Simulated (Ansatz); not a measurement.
# CH6OSn: the cost of one run

All numbers below are computed with Ansatz 0.2.0 (RHF/def2-SVP).

## (1) Starting point

Bond lengths: Sn1–O2 2.160 Å, O2–H3 1.010 Å, Sn1–H4 1.940 Å, Sn1–C5 2.148 Å, C5–H6 1.110 Å, C5–H7 1.110 Å, C5–H8 1.110 Å, Sn1–H9 1.739 Å. Angles: Sn1–O2–H3 74.6°, O2–Sn1–H4 38.9°, O2–Sn1–C5 123.2°, O2–Sn1–H9 123.2°, H4–Sn1–C5 122.7°, H4–Sn1–H9 122.7°, C5–Sn1–H9 109.5°, Sn1–C5–H6 109.5°, Sn1–C5–H7 109.5°, Sn1–C5–H8 109.5°, H6–C5–H7 109.4°, H6–C5–H8 109.4°, H7–C5–H8 109.4°.

Coordinates:

```xyz
9

Sn    0.0000    0.0000    0.0000
O     1.2811    0.0000    1.7390
H     0.3715   -0.2814    2.0762
H     1.8761    0.0000    0.4941
C    -1.0126    1.7544   -0.7160
H    -2.0653    1.5008   -0.9603
H    -0.9943    2.5391    0.0690
H    -0.5023    2.1310   -1.6269
H    -0.8195   -1.4198   -0.5794
```

## (2) Pulling towards end A

Springs on the bonds that form and break draw the guess towards this end; the thresholds are loose.

Contents of input.yaml:

```yaml
crystal:
  periodic: [false, false, false]
  atoms:
    - { symbol: Sn, position_ang: [0.0, 0.0, 0.0] }
    - { symbol: O, position_ang: [1.2811, 0.0, 1.739] }
    - { symbol: H, position_ang: [0.3715, -0.2814, 2.0762] }
    - { symbol: H, position_ang: [1.8761, 0.0, 0.4941] }
    - { symbol: C, position_ang: [-1.0126, 1.7544, -0.716] }
    - { symbol: H, position_ang: [-2.0653, 1.5008, -0.9603] }
    - { symbol: H, position_ang: [-0.9943, 2.5391, 0.069] }
    - { symbol: H, position_ang: [-0.5023, 2.131, -1.6269] }
    - { symbol: H, position_ang: [-0.8195, -1.4198, -0.5794] }
basis:
  gaussian: { orbitals: def2-SVP }
hamiltonian:
  xc: hf
relax:
  f_tol: 0.15
  max_steps: 25
  restrain:
    - { distance: [1, 3], at: 2.21, k: 30.0 }
    - { distance: [0, 1], at: 1.96, k: 30.0 }
    - { distance: [0, 3], at: 1.74, k: 30.0 }
output:
  orbitals: {}
```

Command:

```
> ansatz run input.yaml --threads 1 --pin off --max-ram 2048MiB --backend cpu --events-out ev --progress --plain --runs-dir out
```

What time and memory should one allow on 1 thread of Arm Neoverse V1, shared host?

About 24 s, with a peak of 0.16 GiB.
